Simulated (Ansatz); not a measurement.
# BeBH (singlet): from Hartree-Fock to the top rungs at angle B1–Be2–H3 = 72.3°, cc-pVDZ

Aim: climb from Hartree-Fock through coupled cluster and multireference methods for BeBH (singlet) at one geometry and basis, and see what each rung misses.

The runs use Ansatz 0.2.0, Gaussian basis; cc-pVDZ, core rule «outside noble gas», up to 2 orbitals frozen.

The runs, in order: UHF; CCSD(T) on RHF; CCSD(T) on UHF; BCCD(T) on RHF; CISD; CCSDT(Q) on RHF; CCSDT(Q) on UHF; CCSDTQ on RHF; CASSCF and MRCISD+Q, 2 electrons in 2 orbitals; CASSCF and NEVPT2, 2 electrons in 2 orbitals.

29 further runs of the same task are left out: 21 for a known fault of the program, 6 that didn't finish, 2 set aside as unsound or not needed.

## (1) The system

The geometry derives from a PBE0/def2-TZVP stationary point (not a proven minimum). One angle is set to the value named; bond lengths are kept.

3 atoms, charge 0, spin multiplicity 1.

Atoms are counted from 1 here; the program's logs count them from 0.

Bond lengths: B1–Be2 2.042 Å, Be2–H3 1.345 Å. Angles: B1–Be2–H3 72.3°.

## (2) UHF

Input file in.yaml:

```yaml
crystal:
  periodic: [false, false, false]
  atoms:
    - {symbol: B, position_ang: [0.740749, 0.000000, 0.617917]}
    - {symbol: Be, position_ang: [-0.908437, 0.000000, -0.586896]}
    - {symbol: H, position_ang: [0.177358, 0.000000, -1.380124]}
basis:
  gaussian: {orbitals: cc-pVDZ}
magnetization: {spin_polarized: true, initial_magnetization: 0}
hamiltonian: {xc: hf}
output: {orbitals: {seedname: orbitals}}
```

Started as:

```sh
ansatz run in.yaml --threads 1 --pin off --events-out ev --progress --plain --max-ram 2393MiB
```

Further steps of the session: CCSD(T) on RHF; CCSD(T) on UHF; BCCD(T) on RHF; CISD; CCSDT(Q) on RHF; CCSDT(Q) on UHF; CCSDTQ on RHF; CASSCF and MRCISD+Q, 2 electrons in 2 orbitals; CASSCF and NEVPT2, 2 electrons in 2 orbitals.

Before running them: what should the planned runs give, taken together? Wanted: RCCSDTQ below the RHF energy; RMP2 from RCCSDTQ; UMP2 from RCCSDTQ; RCCSD from RCCSDTQ; RCCSD(T) from RCCSDTQ; UCCSD(T) from RCCSDTQ; RCCSDT(Q) from RCCSDTQ; UCCSDT(Q) from RCCSDTQ; NEVPT2 pair from RCCSDTQ.

As calculated:

| quantity | value |
| --- | --- |
| RCCSDTQ below the RHF energy | -4.3144 eV |
| RMP2 from RCCSDTQ | +1413.5 meV |
| UMP2 from RCCSDTQ | +1332.0 meV |
| RCCSD from RCCSDTQ | +283.6 meV |
| RCCSD(T) from RCCSDTQ | +68.1 meV |
| UCCSD(T) from RCCSDTQ | +136.5 meV |
| RCCSDT(Q) from RCCSDTQ | -0.9 meV |
| UCCSDT(Q) from RCCSDTQ | -6.0 meV |
| NEVPT2 pair from RCCSDTQ | +1019.1 meV |
| MRCISD+Q pair from RCCSDTQ | -14.2 meV |
| levels within 1 kcal/mol (43 meV) | RCCSDT, UCCSDT, RCCSDT(Q), UCCSDT(Q), MRCISD+Q pair |
| T1 diagnostic | 0.069 |

What this shows: RCCSD(T) misses by +68.1 meV, 1.6 % of the correlation energy. CCSD(T) misses by +68.1 meV on the restricted determinant and by +136.5 meV on the unrestricted one; the two need not hold the same state or core. Of the multireference levels listed MRCISD+Q pair comes nearest in total energy (-14.2 meV), which doesn't show that its space is the better one. These misses are within one basis, not against nature.
